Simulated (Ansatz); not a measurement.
# BAs+ (quartet): the correlation ladder at distance B1–As2 = 2.346 Å, cc-pVDZ

Aim: climb from Hartree-Fock through coupled cluster and multireference methods for BAs+ (quartet) at one geometry and basis, and see what each rung misses.

Program: Ansatz 0.2.0, Gaussian basis. Level of theory: cc-pVDZ, core rule «outside noble gas», up to 15 orbitals frozen. These are calculated values, not measurements.

To be run: UHF; CCSD(T) on ROHF; CCSD(T) on UHF; BCCD(T) on ROHF; CISD; CCSDT(Q) on ROHF; CCSDT(Q) on UHF; CASSCF and MRCISD+Q, 5 electrons in 5 orbitals; CASSCF and NEVPT2, 5 electrons in 5 orbitals; CASSCF and MRCISD+Q, 7 electrons in 8 orbitals; CASSCF and NEVPT2, 7 electrons in 8 orbitals; Full CI.

19 further runs of the same task are left out: 14 that didn't finish, 5 set aside as unsound or not needed.

## (1) The geometry

The geometry derives from a PBE0/def2-TZVP stationary point (not a proven minimum). One bond is set to the value named and the two fragments are kept rigid. No spin-orbit coupling is included. The filled d shell of As may be among the frozen orbitals whatever the setting's name suggests; the logs give the count.

2 atoms, charge 1, spin multiplicity 4.

Atoms are counted from 1 here; the program's logs count them from 0.

No contacts short enough for the rule that draws bonds.

## (2) UHF

Input file in.yaml:

```yaml
crystal:
  periodic: [false, false, false]
  atoms:
    - {symbol: B, position_ang: [0.000000, 0.000000, 0.000000]}
    - {symbol: As, position_ang: [0.000000, 0.000000, 2.346000]}
basis:
  gaussian: {orbitals: cc-pVDZ}
total_charge: 1
magnetization: {spin_polarized: true, initial_magnetization: 3}
hamiltonian: {xc: hf}
output: {orbitals: {seedname: orbitals}}
```

On the command line:

```console
$ ansatz run in.yaml --threads 1 --pin off --events-out ev --progress --plain --max-ram 2393MiB
```

The runs that follow: CCSD(T) on ROHF; CCSD(T) on UHF; BCCD(T) on ROHF; CISD; CCSDT(Q) on ROHF; CCSDT(Q) on UHF; CASSCF and MRCISD+Q, 5 electrons in 5 orbitals; CASSCF and NEVPT2, 5 electrons in 5 orbitals; CASSCF and MRCISD+Q, 7 electrons in 8 orbitals; CASSCF and NEVPT2, 7 electrons in 8 orbitals; Full CI.

Q: Predict the results of all the runs planned. Wanted: FCI from the RHF energy; RMP2 from FCI; UMP2 from FCI; RCCSD from FCI; RCCSD(T) from FCI; UCCSD(T) from FCI; RCCSDT(Q) from FCI; UCCSDT(Q) from FCI; NEVPT2 pair from FCI.

**Answer**, as computed:

```
                         quantity                                                                            value
          FCI from the ROHF energy                                                                       -4.0164 eV
                    RMP2 from FCI                                                                    +112.6 kJ/mol
                    UMP2 from FCI                                                                    +113.4 kJ/mol
                   RCCSD from FCI                                                                     +19.0 kJ/mol
                RCCSD(T) from FCI                                                                      +5.2 kJ/mol
                UCCSD(T) from FCI                                                                      +4.0 kJ/mol
               RCCSDT(Q) from FCI                                                                       0.0 kJ/mol
               UCCSDT(Q) from FCI                                                                      -1.2 kJ/mol
             NEVPT2 pair from FCI                                                                    +106.4 kJ/mol
           MRCISD+Q pair from FCI                                                                      -0.7 kJ/mol
          NEVPT2 valence from FCI                                                                     +46.2 kJ/mol
levels within 1 kcal/mol (43 meV)  UCCSD(T), RCCSDT, UCCSDT, RCCSDT(Q), UCCSDT(Q), MRCISD+Q pair, MRCISD+Q valence
                    T1 diagnostic                                                                            0.051
   effectively unpaired electrons                                                                             3.11
```

In words: RCCSD(T) misses by +5.2 kJ/mol, 1.3 % of the correlation energy. UCCSDT, UCCSDT(Q), MRCISD+Q pair, MRCISD+Q valence fall below full CI: unrestricted runs freeze a spin-polarised core, another one than full CI's, and coupled cluster isn't variational. The occupations are near whole numbers, but T1 = 0.051 shows that the orbitals relax strongly. Of the multireference levels listed MRCISD+Q pair comes nearest in total energy (-0.7 kJ/mol), which doesn't show that its space is the better one. These misses are within one basis, not against nature; the frozen cores of restricted and unrestricted runs differ, which can shift their rows.

Levels on UHF freeze UHF's core orbitals, full CI those of ROHF, so the U rows can settle a little off it for that reason alone.

With open shells the CI space here admits some triples and quadruples, so it is larger than plain CISD.
